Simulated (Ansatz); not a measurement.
# Sn4TeP2: the cost of one run

Program: Ansatz 0.2.0. Level of theory: DFT PBE, scalar-relativistic, plane waves, PAW. These are calculated values, not measurements.

## (1) Starting point

Symmetry: P4/mmm, No. 123, tetragonal system. The conventional cell has a = 4.756 Å, b = 4.756 Å, c = 13.451 Å, α = 90.00°, β = 90.00°, γ = 90.00°. Sn (site symmetry 4mm) is surrounded by 1 Te at 3.36 Å and 4 P at 3.36 Å. Sn (site symmetry 4/mmm) has 2 P at 3.36 Å and 4 Te at 3.36 Å as nearest neighbours. Around Sn (site symmetry 4/mmm) lie 2 P at 3.36 Å. Te (site symmetry 4/mmm) has 6 Sn at 3.36 Å as nearest neighbours. Around P (site symmetry 4mm) lie 6 Sn at 3.36 Å.

Coordinates:

```cif
data_structure
_symmetry_space_group_name_H-M 'P 1'
_symmetry_Int_Tables_number 1
_cell_length_a 4.7557
_cell_length_b 4.7557
_cell_length_c 13.4510
_cell_angle_alpha 90.000
_cell_angle_beta 90.000
_cell_angle_gamma 90.000
_cell_volume 304.21
loop_
_atom_site_label
_atom_site_type_symbol
_atom_site_fract_x
_atom_site_fract_y
_atom_site_fract_z
_atom_site_occupancy
Sn1 Sn 0.00000 0.00000 0.75000 1
Sn2 Sn 0.50000 0.50000 0.50000 1
Sn3 Sn 0.00000 0.00000 0.25000 1
Sn4 Sn 0.50000 0.50000 0.00000 1
Te1 Te 0.00000 0.00000 0.50000 1
P1 P 0.50000 0.50000 0.25000 1
P2 P 0.50000 0.50000 0.75000 1
```

The cell is invented: ordered mixture with vacancies on the anion sites of rock salt (P4/mmm, No. 123). The dimensions are guesses.

## (2) A first look at the guess

The input, input.yaml:

```yaml
crystal:
  lattice:
    - [4.75565957, 0.0, 0.0]
    - [0.0, 4.75565957, 0.0]
    - [0.0, 0.0, 13.45103652]
  atoms:
    - { symbol: Sn, position: [0.0, 0.0, 0.75] }
    - { symbol: Sn, position: [0.5, 0.5, 0.5] }
    - { symbol: Sn, position: [0.0, 0.0, 0.25] }
    - { symbol: Sn, position: [0.5, 0.5, 0.0] }
    - { symbol: Te, position: [0.0, 0.0, 0.5] }
    - { symbol: P, position: [0.5, 0.5, 0.25] }
    - { symbol: P, position: [0.5, 0.5, 0.75] }
basis:
  ecutwfc: 420
kpoints:
  mp_grid: { grid: [4, 4, 2] }
hamiltonian:
  xc: pbe
scf:
  occupations: { method: gaussian, width: 0.1 }
  lower_state_search: "off"
output:
  forces: true
  stress: true
  eigenvalues: true
```

Run with:

```console
> ansatz run input.yaml --threads 1 --pin off --max-ram 2560MiB --backend cpu --events-out ev --progress --plain --runs-dir out
```

What time and memory should one allow on 1 thread of Arm Neoverse V2, shared host?

About 7.7 s, with a peak of 0.53 GiB.
